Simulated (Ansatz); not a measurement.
# C3H6BI: up Jacob's ladder to CCSD(T)

The task here is to estimate one member of a computed series from the others.

Method: functionals in def2-TZVPP, the program's frozen cores in correlated methods; program: Ansatz 0.2.0, Gaussian basis.

Levels to be run: PBE-D4, r2SCAN-D4, PBE0-D4, B3LYP-D4, ωB97X-V, ωB97M-V, B2PLYP; CCSD(T)/def2-TZVPP; MP2/def2-QZVPP; extrapolation to the limit.

### Structure used throughout

An earlier PBE0-D4 in a triple-zeta def2 set relaxation fixed the geometry. I takes the def2 core potential; no spin-orbit term is included.

SMILES `BC(=C)CI`, 11 atoms, charge 0, spin multiplicity 1.

Atoms are counted from 1 here; the program's logs count them from 0.

Bond lengths: B1–C2 1.543 Å, B1–H6 1.196 Å, B1–H7 1.196 Å, C2–C3 1.342 Å, C2–C4 1.488 Å, C3–H8 1.084 Å, C3–H9 1.088 Å, C4–I5 2.160 Å, C4–H10 1.088 Å, C4–H11 1.088 Å. Angles: C2–B1–H6 119.1°, C2–B1–H7 121.1°, H6–B1–H7 119.8°, B1–C2–C3 118.9°, B1–C2–C4 120.9°, C3–C2–C4 120.1°, C2–C3–H8 120.6°, C2–C3–H9 122.6°, H8–C3–H9 116.8°, C2–C4–I5 110.0°, C2–C4–H10 114.0°, C2–C4–H11 112.8°, I5–C4–H10 105.3°, I5–C4–H11 103.6°, H10–C4–H11 110.4°.

Set-up of the first run:

in.yaml

```yaml
crystal:
  periodic: [false, false, false]
  atoms:
    - {symbol: B, position_ang: [-1.527699, 0.352602, 0.063401]}
    - {symbol: C, position_ang: [-0.045249, -0.051843, 0.200411]}
    - {symbol: C, position_ang: [0.498855, -0.120334, 1.425271]}
    - {symbol: C, position_ang: [0.763148, -0.409211, -0.997216]}
    - {symbol: I, position_ang: [1.188860, 1.362479, -2.156739]}
    - {symbol: H, position_ang: [-2.132479, 0.683427, 1.040405]}
    - {symbol: H, position_ang: [-2.084090, 0.309557, -0.994692]}
    - {symbol: H, position_ang: [-0.082831, 0.137954, 2.303045]}
    - {symbol: H, position_ang: [1.527037, -0.434591, 1.592630]}
    - {symbol: H, position_ang: [1.734982, -0.838719, -0.762271]}
    - {symbol: H, position_ang: [0.224867, -1.048221, -1.693646]}
basis:
  gaussian: {orbitals: def2-TZVPP}
hamiltonian: {xc: pbe, dispersion: d4}
output: {forces: true, orbitals: {seedname: orbitals}}
```

On the command line:

```bash
$ ansatz run in.yaml --threads 4 --pin off --events-out ev --progress --plain --max-ram 10444MiB
```

Among the steps run: PBE-D4 (GGA); r2SCAN-D4 (meta-GGA); PBE0-D4 (hybrid); B3LYP-D4 (hybrid); ωB97X-V (range-separated); ωB97M-V (range-separated); B2PLYP (double hybrid); CCSD(T) in def2-TZVPP; MP2 in def2-QZVPP.

One of the session's tables, all rows but one given; the rest of the session is left out.

```
            method  atoms, summed (eV)  atomisation energy (eV)
            PBE-D4          -11936.578                   44.096
         r2SCAN-D4          -11943.898                   43.249
           PBE0-D4                   ?                        ?
          B3LYP-D4          -11946.714                   43.155
           ωB97X-V          -11942.102                   42.972
           ωB97M-V          -11940.856                   43.058
            B2PLYP          -11935.539                   42.684
     HF/def2-TZVPP          -11898.647                   32.365
    MP2/def2-TZVPP          -11917.937                   42.785
   CCSD/def2-TZVPP          -11919.594                   41.325
CCSD(T)/def2-TZVPP          -11919.990                   42.003
           MP2/CBS          -11927.027                   43.786
       CCSD(T)/CBS          -11929.080                   43.004
```

Estimate the missing values for PBE0-D4.

**Answer.** atoms, summed (eV): -11938.553; atomisation energy (eV): 43.456. In the column «atoms, summed (eV)» it lies between ωB97M-V (-11940.856) and PBE-D4 (-11936.578).

Limits of these values: Free atoms (1 B, 3 C, 1 I, 6 H) were run apart at each level; the atomisation energy is their sum less the molecule, without zero-point or spin-orbit terms.
